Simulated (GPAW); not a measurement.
The system is InSb3.

```
Sb In
1.0
     4.80637    0.00000    0.00000
     0.00000    4.80637    0.00000
     0.00000    0.00000    4.80637
Sb In
3 1
Direct
  0.50000 0.50000 0.00000
  0.00000 0.50000 0.50000
  0.50000 0.00000 0.50000
  0.00000 0.00000 0.00000
```

The cell comes from a database or a generator and needn't be the stable form of this composition.

- Program: GPAW 26.7.0
- Task: single point
- Functional: PBE
- Potentials or basis: GPAW PAW data sets (gpaw-data 1.2.1)
- Cutoff: 600 eV
- Basis: pw
- k mesh: 6 × 6 × 6
- Occupations: fermi-dirac, width 0.05 eV
- Spin: no spin polarisation

On this cell: pressure -0.1 GPa; largest force zero by symmetry; band gap on the k mesh none (metal or under the smearing width).

The same run follows on a disturbed copy (atoms moved at random, drawn with an rms of 0.05 Å):

```
Sb In
1.0
     4.80637    0.00000    0.00000
     0.00000    4.80637    0.00000
     0.00000    0.00000    4.80637
Sb In
3 1
Direct
  0.51050 0.48869 0.99375
  0.00030 0.50846 0.50419
  0.50096 0.99871 0.50049
  0.99574 0.99724 0.00411
```

Problem. What changes?

Solution. The energy (extrapolated to zero smearing) moves by +0.0 meV/atom; pressure 0.0 GPa; largest force 0.087 eV/Å; band gap on the k mesh none (metal or under the smearing width).

Forces in eV/Å, atoms in the order of the input:
```
Sb  -0.045 -0.028 -0.016
Sb   0.028  0.016  0.004
Sb  -0.068  0.004 -0.006
In   0.085  0.008  0.018
```
